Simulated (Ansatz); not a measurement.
# FSn: the cost of one run

Computed with the Python package of Ansatz 0.2.0. Level of theory: PBE0+D3(BJ)/def2-TZVP.

## (1) Starting point

Bond lengths: Sn1–F2 1.965 Å.

No structure file is read: the coordinates are typed or built in the script.

## (2) The code

The input, fsn.py:

```python
'''Vertical and adiabatic ionisation of FSn.'''

from dataclasses import dataclass
import itertools

import ansatz as az
from ase.data import atomic_numbers, covalent_radii
import numpy as np


@dataclass(frozen=True)
class RunConfig:
    basis_set: str = 'def2-TZVP'
    xc: str = 'pbe0'
    vdw: str = 'd3bj'
    charge: int = 1


settings = RunConfig()

GEOMETRY = '''
Sn    0.00000    0.00000    0.00000
F     0.00000    0.00000    1.96500
'''

system = az.Crystal.molecule()
for line in GEOMETRY.strip().splitlines():
    symbol, *xyz = line.split()
    system = system.atom(symbol, [float(v) for v in xyz])

base = (
    system.calculation()
    .basis(gaussian=settings.basis_set)
    .functional(settings.xc, dispersion=settings.vdw)
    .spin('collinear', total=1)  # spin-polarised run
)
symbols = [site.symbol for site in system.cartesian_sites]
start = np.array([site.position_ang for site in system.cartesian_sites], dtype=float)
rep = base.relax(force_tolerance=0.01, max_steps=100).run(threads=1).report
end = np.array(rep['positions_ang'])

minimum = az.Crystal.molecule()
for symbol, place in zip(symbols, end):
    minimum = minimum.atom(symbol, place.tolist())
ion = (
    minimum.calculation()
    .basis(gaussian=settings.basis_set)
    .functional(settings.xc, dispersion=settings.vdw)
    .charge(settings.charge)  # electrons removed from the neutral system
)
vertical = ion.run(threads=1).report
settled = ion.relax(force_tolerance=0.01, max_steps=80).run(threads=1).report
print(f'vertical ionisation energy   {vertical["free_energy_ev"] - rep["free_energy_ev"]:.3f} eV')
print(f'adiabatic, no zero point     {settled["free_energy_ev"] - rep["free_energy_ev"]:.3f} eV')
print(f'relaxation energy of the ion {vertical["free_energy_ev"] - settled["free_energy_ev"]:.3f} eV')
ionised = np.array(settled['positions_ang'])
# pairs closer than 1.2 times the sum of covalent radii, before or after
radius = [covalent_radii[atomic_numbers[s]] for s in symbols]
span = lambda where, i, j: np.linalg.norm(where[i] - where[j])
bonded = [(i, j) for i, j in itertools.combinations(range(len(symbols)), 2) if min(span(end, i, j), span(ionised, i, j)) < 1.2 * (radius[i] + radius[j])]
print('pair        before    after (A)')
for i, j in bonded:
    print(f'{symbols[i]}{i}-{symbols[j]}{j}'.ljust(10), f'{span(end, i, j):8.4f} {span(ionised, i, j):8.4f}')
```

## (3) The calls as engine input

The package turns the script's settings into the engine's input (first run):

```yaml
crystal:
  periodic: [false, false, false]
  atoms:
    - { symbol: Sn, position_ang: [0.0, 0.0, 0.0] }
    - { symbol: F, position_ang: [0.0, 0.0, 1.965] }
basis:
  gaussian:
    orbitals: def2-TZVP
hamiltonian:
  xc: pbe0
  dispersion: d3bj
magnetization:
  spin_polarized: true
  initial_magnetization: 1.0
relax:
  f_tol: 0.01
  max_steps: 100
```

## (4) The run

Command:

```console
> python fsn.py
```

Q: Estimate wall time and peak memory on 1 thread of AMD EPYC 9B14 (Zen 4), shared host.

About 11 s, with a peak of 0.23 GiB.
